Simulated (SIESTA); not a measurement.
**TiAs: single point with PBEsol**

The system is TiAs.

```xyz
8
Lattice="3.6500 0.0000 0.0000 -1.8250 3.1610 0.0000 0.0000 0.0000 12.3000" Properties=species:S:1:pos:R:3 pbc="T T T"
As    1.8181    1.0366    3.0937
As   -0.0153    2.1124    9.2277
As   -0.0284    0.0355    6.1604
As   -0.0464   -0.0072   -0.0158
Ti    1.8422    1.0485   10.7408
Ti    0.0001    2.0885    4.6349
Ti    1.8753    1.0369    7.6953
Ti   -0.0025    2.1095    1.4904
```

The cell isn't the ideal one: atoms moved at random, drawn with an rms of 0.05 Å.

```yaml
Program: SIESTA 5.4.2
Task: single point
Functional: PBEsol
Potentials_or_basis: PseudoDojo 0.4 standard (PBEsol files)
Basis: DZP (energy shift 0.003 Ry; two zetas on semicore shells)
Grid_cutoff: 800 Ry
Energy_shift: 0.003 Ry
k_mesh: 8 × 8 × 3
Occupations: fermi-dirac, width 0.05 eV
Spin: no spin polarisation
```

- Pressure: -4.4 GPa
- Largest force: 1.210 eV/Å
- Band gap on the k mesh: none (metal or under the smearing width)

Forces on the atoms (eV/Å):
```
As   0.005  0.083 -0.295
As   0.323 -0.086 -0.075
As   0.490 -0.517  0.039
As   0.494  0.048 -0.070
Ti  -0.347  0.020  1.126
Ti  -0.166  0.260  0.738
Ti  -0.579  0.311 -1.016
Ti  -0.220 -0.120 -0.445
```

Stress tensor (GPa, compression positive):
```
-4.37  0.19 -0.05
 0.19 -4.08 -0.01
-0.05 -0.01 -4.65
```

Levels at points of the mesh, in eV from the Fermi level:
```tsv
k point	band 50	band 51	band 52	band 53	band 54	band 55	band 56	band 57	band 58	band 59
(0.00, 0.00, 0.00)	-1.03	-0.30	-0.28	-0.24	-0.20	0.24	0.28	0.40	0.44	0.51
(0.50, 0.00, 0.00)	-2.48	-2.33	-1.70	-1.38	-0.60	-0.13	0.74	0.95	1.03	1.14
(0.00, 0.50, 0.00)	-2.46	-2.32	-1.72	-1.35	-0.61	-0.15	0.75	0.93	1.03	1.14
(0.50, 0.50, 0.00)	-2.46	-2.39	-1.64	-1.43	-0.56	-0.19	0.75	0.89	1.04	1.15
```

Run time: 5.2 min on 1 thread of Arm Neoverse V1, on a shared host, peak memory 0.71 GiB.

Caveat: the basis of atomic orbitals isn't converged, which shifts pressures, moduli and gaps.
